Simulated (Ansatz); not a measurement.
## MgB under changes of volume

One of the cells (12.133 Å³/atom); the others are scaled copies at fixed shape and fractional positions:

```
Mg B
1.0
     2.89515    0.00000    0.00000
     0.00000    2.89515    0.00000
     0.00000    0.00000    2.89515
Mg B
1 1
Cartesian
  0.0000 0.0000 0.0000
  1.4476 1.4476 1.4476
```

The cell was built by a generator and needn't be a form met in nature.

* Program: Ansatz 0.2.0
* Functional: PBE
* Potentials or basis: JTH PAW
* Cutoff: 900 eV (not typed: the program's choice for these potentials)
* k mesh: 9 × 9 × 9
* Occupations: fermi-dirac, width 0.05 eV
* Spin: no spin polarisation

```csv
volume (Å³/atom),energy over the lowest point (meV/atom),pressure (GPa)
11.405,13.57,6.0
11.648,6.10,3.9
11.891,1.69,1.9
12.133,0.00,0.2
12.376,0.77,-1.4
12.619,?,?
12.861,9.11,-4.2
```

Question: What does the run at 12.619 Å³/atom give?

Answer: Energy over the lowest point 3.86 meV/atom; pressure -2.8 GPa.

Worked out: A Birch-Murnaghan fit of order 3 (a polynomial in V^(-2/3)) to the other rows has its minimum at 12.17 Å³/atom with B0 = V·E''(V) = 82 GPa and B' = 3.4. It gives 3.90 meV/atom at 12.619 Å³/atom, against the run's 3.86, and -dE/dV = -2.8 GPa, against -2.8.

Energies are extrapolated to zero smearing.
